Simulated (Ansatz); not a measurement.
**ZrTl2 (AlB2 type): a single-point run**

Aim: a sound single-point run of ZrTl2 (AlB2 type). The structure is shown as the input types it.

Computed with Ansatz 0.2.0 (DFT PBEsol, scalar-relativistic, plane waves, PAW, unless a step's input says otherwise).

3 further runs of the same task are left out: 1 that didn't finish, 2 set aside as unsound or not needed.

### Step 1. The structure to begin with

It takes space group P6/mmm (No. 191, hexagonal). The conventional cell has a = 5.127 Å, b = 5.127 Å, c = 3.091 Å, α = 90.00°, β = 90.00°, γ = 120.00°. Zr (site symmetry 6/mmm) is surrounded by 2 Zr at 3.09 Å and 12 Tl at 3.34 Å. Tl (site symmetry -6m2) is surrounded by 5 Tl at 2.96 to 3.09 Å and 6 Zr at 3.34 Å.

As a file:

```cif
data_structure
_symmetry_space_group_name_H-M 'P 1'
_symmetry_Int_Tables_number 1
_cell_length_a 5.1273
_cell_length_b 5.1273
_cell_length_c 3.0911
_cell_angle_alpha 90.000
_cell_angle_beta 90.000
_cell_angle_gamma 120.000
_cell_volume 70.37
loop_
_atom_site_label
_atom_site_type_symbol
_atom_site_fract_x
_atom_site_fract_y
_atom_site_fract_z
_atom_site_occupancy
Zr1 Zr 0.00000 0.00000 0.00000 1
Tl1 Tl 0.33333 0.66667 0.50000 1
Tl2 Tl 0.66667 0.33333 0.50000 1
```

### Step 2. The calculation

input.yaml

```yaml
crystal:
  lattice:
    - [5.127292374796, 0.0, 0.0]
    - [-2.563646187398, 4.440365449204, 0.0]
    - [0.0, 0.0, 3.0910799452]
  atoms:
    - { symbol: Zr, position: [0.0, 0.0, 0.0] }
    - { symbol: Tl, position: [0.3333333333333, 0.6666666666667, 0.5] }
    - { symbol: Tl, position: [0.6666666666667, 0.3333333333333, 0.5] }
basis:
  ecutwfc: "80 eV"
  ecutrho_ratio: 4
kpoints:
  mp_grid: { grid: [8, 8, 8] }
hamiltonian:
  xc: pbesol
scf:
  occupations: { method: gaussian, width: 0.05 }
  max_iter: 75
output:
  forces: true
  stress: true
```

Launch:

```console
$ ansatz run input.yaml --threads 4 --pin off --max-ram 4096MiB --backend cpu --events-out ev --progress --plain --runs-dir out
```

**Question.** How will this run end, and is anything wrong with its input?

This run ends as converged, with warnings (cutoff below recommended). It gives a pressure of -24 GPa, which is large.

The suspect setting: basis.ecutwfc is 80 eV. The basis cutoff is far too low: the plane waves can't represent the orbitals near the cores. The potentials' recommended cutoff is 420 eV.

Run again and compare: set basis.ecutwfc to 420.
